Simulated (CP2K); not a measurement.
Crystal: BiTe.

```
Bi Te
1.0
     4.57498    0.00000    0.00000
     2.28749    3.96205    0.00000
     2.28749    1.32068    3.73546
Bi Te
1 1
Direct
  0.00000 0.00000 0.00000
  0.50000 0.50000 0.50000
```

Program: CP2K 2026.2. Alike in all runs: task band structure; no spin polarisation; cell as given; k mesh 7 × 7 × 7.

Problem. Order these runs on this cell by their pressure, lowest first.
A. level LDA; potentials or basis GTH_POTENTIALS Bi GTH-PADE-q5, Te GTH-PADE-q6; TZVP-MOLOPT-PBE-GTH basis; smearing fermi-dirac 0.0259 eV; EPS_DEFAULT 1.0E-9; NGRIDS 4; points a segment of the path (NPOINTS) 10; bands added on the path 6; CUTOFF of the grids 450 Ry
B. level r2SCAN; potentials or basis POTENTIAL_UZH Bi GTH-SCAN-q5, Te GTH-SCAN-q6; TZVP-MOLOPT-SCAN-GTH basis; smearing fermi-dirac 0.01 eV; EPS_DEFAULT 1.0E-9; NGRIDS 4; points a segment of the path (NPOINTS) 10; bands added on the path 4; CUTOFF of the grids 675 Ry
C. level PBE; potentials or basis POTENTIAL_UZH Bi GTH-PBE-q5, Te GTH-PBE-q6; TZVP-MOLOPT-PBE-GTH basis; smearing fermi-dirac 0.0259 eV; EPS_DEFAULT 1.0E-10; NGRIDS 5; points a segment of the path (NPOINTS) 6; bands added on the path 4; CUTOFF of the grids 450 Ry

Solution. A (-2.3 GPa), B (-0.6 GPa), C (1.5 GPa).

Caveats: the basis of atomic orbitals isn't converged, which shifts pressures, moduli and gaps.
